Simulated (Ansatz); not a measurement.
# Ti: the cost of one run

Computed with Ansatz 0.2.0 (DFT PBEsol, scalar-relativistic, plane waves, PAW, unless a step's input says otherwise).

73 further runs of the same task are left out: 73 set aside as unsound or not needed. Runs told in other sessions of the task aren't counted.

## (1) The system as given

The structure is hexagonal, space group P6/mmm (No. 191). The conventional cell has a = 4.515 Å, b = 4.515 Å, c = 2.798 Å, α = 90.00°, β = 90.00°, γ = 120.00°. Ti (site symmetry 6/mmm) is surrounded by 14 Ti at 2.80 to 2.96 Å. Ti (site symmetry -6m2) is surrounded by 11 Ti at 2.61 to 2.96 Å.

Structure file:

```
CELL_PARAMETERS angstrom
4.51492 0.00000 0.00000
-2.25746 3.91003 0.00000
0.00000 0.00000 2.79831
ATOMIC_POSITIONS crystal
Ti 0.00000 0.00000 0.00000
Ti 0.33333 0.66667 0.50000
Ti 0.66667 0.33333 0.50000
```

It goes back to an entry of the Materials Project, which need not be the stable form.

This cell was relaxed beforehand with the same method: volume 16.47 Å³/atom, gap on the mesh none (metal).

## (2) Plan of the line

The energy is mapped over the lattice constants a and c of the conventional cell.

First coordinate, lattice constant a (and b): 11 values from 4.380 to 4.650 Å. Second coordinate, lattice constant c: 11 values from 2.462 to 3.134 Å.

Nothing else is relaxed (symmetry fixes all fractional coordinates). Energies count from the relaxed crystal. Points are written as (first, second).

## (3) Point (4.596 Å, 2.462 Å)

Contents of input.yaml:

```yaml
crystal:
  lattice:
    - [4.5962, 0.0, 0.0]
    - [-2.2981, 3.9804259609, 0.0]
    - [0.0, 0.0, 2.4625]
  atoms:
    - { symbol: Ti, position: [0.0, 0.0, 0.0] }
    - { symbol: Ti, position: [0.3333333333, 0.6666666667, 0.5] }
    - { symbol: Ti, position: [0.6666666667, 0.3333333333, 0.5] }
basis:
  ecutwfc: 520.0
kpoints:
  mp_grid: { grid: [12, 12, 14] }
hamiltonian:
  xc: pbesol
  pseudopotentials: { kind: paw, azcp: { folder: soft_1 } }
scf:
  occupations: { method: gaussian, width: 0.15 }
output:
  forces: true
  stress: true
  eigenvalues: true
  write_density: true
  write_potential: true
  elf: true
  volumetric_format: npy
```

On the command line:

```bash
> ansatz run input.yaml --threads 2 --pin off --max-ram 4096MiB --backend cpu --events-out ev --progress --plain --runs-dir out
```

Q: Estimate wall time and peak memory on 2 threads of Intel Xeon 6975P-C (Granite Rapids), shared host.

About 3.8 s, with a peak of 0.5 GiB.
